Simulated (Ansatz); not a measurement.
# TiI2: the cost of one run

Computed with Ansatz 0.2.0 (DFT r²SCAN+U (U = 2.5 eV, J = 0.5 eV on Ti d), plane waves, PAW, unless a step's input says otherwise).

2 further runs of the same task are left out: 2 that didn't finish. Runs told in other sessions of the task aren't counted.

### Step 1. Starting point

Symmetry: R-3m, No. 166, trigonal system. The conventional cell has a = 4.496 Å, b = 4.496 Å, c = 20.390 Å, α = 90.00°, β = 90.00°, γ = 120.00°. Ti (site symmetry -3m) has 6 I at 3.08 Å in its first shell of neighbours. Around I (site symmetry 3m) lie 3 Ti at 3.08 Å.

Coordinates:

```
Ti I
1.0
     2.24799    1.29788    6.79651
    -2.24799    1.29788    6.79651
     0.00000   -2.59575    6.79651
Ti I
1 2
Direct
  0.00000 0.00000 0.00000
  0.25200 0.25200 0.25200
  0.74800 0.74800 0.74800
```

Magnetic order typed: ferromagnetic.

An earlier series on this cell reached its lowest free state from «random orbitals: fully mixed, first filling», perhaps among other starts.

### Step 2. Random orbitals: single harmonics, second filling

Contents of input.yaml:

```yaml
crystal:
  lattice:
    - [2.24798551, 1.29787504, 6.79650685]
    - [-2.24798551, 1.29787504, 6.79650685]
    - [0.0, -2.59575008, 6.79650685]
  atoms:
    - { symbol: Ti, position: [0.0, 0.0, 0.0], spin: 0.3 }
    - { symbol: I, position: [0.252, 0.252, 0.252] }
    - { symbol: I, position: [0.748, 0.748, 0.748] }
basis:
  ecutwfc: 500
  ecutrho_ratio: 4
kpoints:
  mp_grid: { grid: [5, 5, 5] }
hamiltonian:
  xc: r2scan
  hubbard:
    sites:
      - { site: 0, l: d, u: 2.5, j: 0.5, starting_ns: [{ spin: up, occupation_matrix: s0up }, { spin: down, occupation_matrix: s0down }] }
    occupation_matrices:
      s0up:
        matrix:
          - [0.02, 0.0, 0.0, 0.0, 0.0]
          - [0.0, 0.02, 0.0, 0.0, 0.0]
          - [0.0, 0.0, 0.02, 0.0, 0.0]
          - [0.0, 0.0, 0.0, 0.97, 0.0]
          - [0.0, 0.0, 0.0, 0.0, 0.02]
      s0down:
        matrix:
          - [0.02, 0.0, 0.0, 0.0, 0.0]
          - [0.0, 0.02, 0.0, 0.0, 0.0]
          - [0.0, 0.0, 0.02, 0.0, 0.0]
          - [0.0, 0.0, 0.0, 0.02, 0.0]
          - [0.0, 0.0, 0.0, 0.0, 0.97]
    ns_hold: { iters: 12 }
scf:
  occupations: { method: gaussian, width: 0.05 }
  lower_state_search: "off"
  max_iter: 150
output:
  forces: true
  stress: true
  eigenvalues: true
  populations: true
  hubbard: { sites: [{ site: 0, l: d }] }
magnetization:
  spin_polarized: true
```

The typed matrices put 0.97 on the chosen orbitals and 0.02 on the others, and are held for 12 cycles.

The run is started by

```bash
$ ansatz run input.yaml --threads 4 --pin off --max-ram 6144MiB --backend cpu --events-out ev --progress --plain --runs-dir out
```

**Question.** How long does this run take on 4 threads of Arm Neoverse N1, shared host, and how much memory does it need?

About 81 s, with a peak of 0.99 GiB.
